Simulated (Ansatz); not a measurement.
# WNH (quintet): the correlation ladder, def2-SVP

One table from this session's results is given with a row withheld; the runs are named, their logs left out.

Program: Ansatz 0.2.0, Gaussian basis. Level of theory: def2-SVP, core rule «outside noble gas», up to 5 orbitals frozen. These are calculated values, not measurements.

The runs, in order: UHF; CCSD(T) on ROHF; CCSD(T) on UHF; CISD as a restricted active space (open shells left free, so some higher excitations enter); CCSDT(Q) on ROHF; CCSDT(Q) on UHF; CASSCF and MRCISD+Q, 12 electrons in 11 orbitals; CASSCF and NEVPT2, 12 electrons in 11 orbitals.

22 further runs of the same task are left out: 1 for a known fault of the program, 8 that didn't finish, 13 set aside as unsound or not needed. Runs told in other sessions of the task aren't counted.

### The geometry

The geometry is a PBE0/def2-TZVP stationary point (not a proven minimum) of the parent state, kept for this charge and spin. No spin-orbit coupling is included. Elements past krypton take def2 core potentials.

3 atoms, charge 0, spin multiplicity 5.

Atoms are counted from 1 here; the program's logs count them from 0.

Bond lengths: W1–N2 1.692 Å, N2–H3 1.008 Å. Angles: W1–N2–H3 180.0°.

Set-up of the first run:

File in.yaml:

```yaml
crystal:
  periodic: [false, false, false]
  atoms:
    - {symbol: W, position_ang: [0.000000, 0.000000, -1.464300]}
    - {symbol: N, position_ang: [0.000000, 0.000000, 0.228100]}
    - {symbol: H, position_ang: [0.000000, 0.000000, 1.236200]}
basis:
  gaussian: {orbitals: def2-SVP}
magnetization: {spin_polarized: true, initial_magnetization: 4}
hamiltonian: {xc: hf}
output: {orbitals: {seedname: orbitals}}
```

Run with:

```sh
$ ansatz run in.yaml --threads 1 --pin off --events-out ev --progress --plain --max-ram 2393MiB
```

Among the steps run: UHF; CCSD(T) on ROHF; CCSD(T) on UHF; CISD as a restricted active space (open shells left free, so some higher excitations enter); CCSDT(Q) on ROHF; CCSDT(Q) on UHF; CASSCF and MRCISD+Q, 12 electrons in 11 orbitals; CASSCF and NEVPT2, 12 electrons in 11 orbitals.

One table of the session follows, with a row left open; its other results are not shown here.

```
          method  from RCCSDT(Q) (kJ/mol)
            ROHF                   +808.4
             UHF                   +769.8
            RMP2                    +44.8
            UMP2                    +72.4
           RCCSD                    +39.6
           UCCSD                    +31.7
        RCCSD(T)                     +2.1
        UCCSD(T)                     -2.0
          RCCSDT                     +1.1
          UCCSDT                        ?
       RCCSDT(Q)                        0
       UCCSDT(Q)                     -8.9
  CASSCF valence                   +558.5
  NEVPT2 valence                   +115.1
  MRCISD valence                    +50.9
MRCISD+Q valence                     +7.2
```

Q: Estimate the row for UCCSDT from the others.

The run gave: from RCCSDT(Q) (kJ/mol): -5.8. In the column «from RCCSDT(Q) (kJ/mol)» it lies between UCCSDT(Q) (-8.9) and UCCSD(T) (-2.0).

Not comparable, so not listed: CISD as a restricted active space (open shells left free, so some higher excitations enter) (they don't share determinant, frozen orbitals or solution with the rows shown, or repeat one).

Caveats from the session: Restricted and unrestricted rows rest on different reference determinants; a gap between their highest levels can come from leftover correlation error, from unlike frozen cores or from another state.
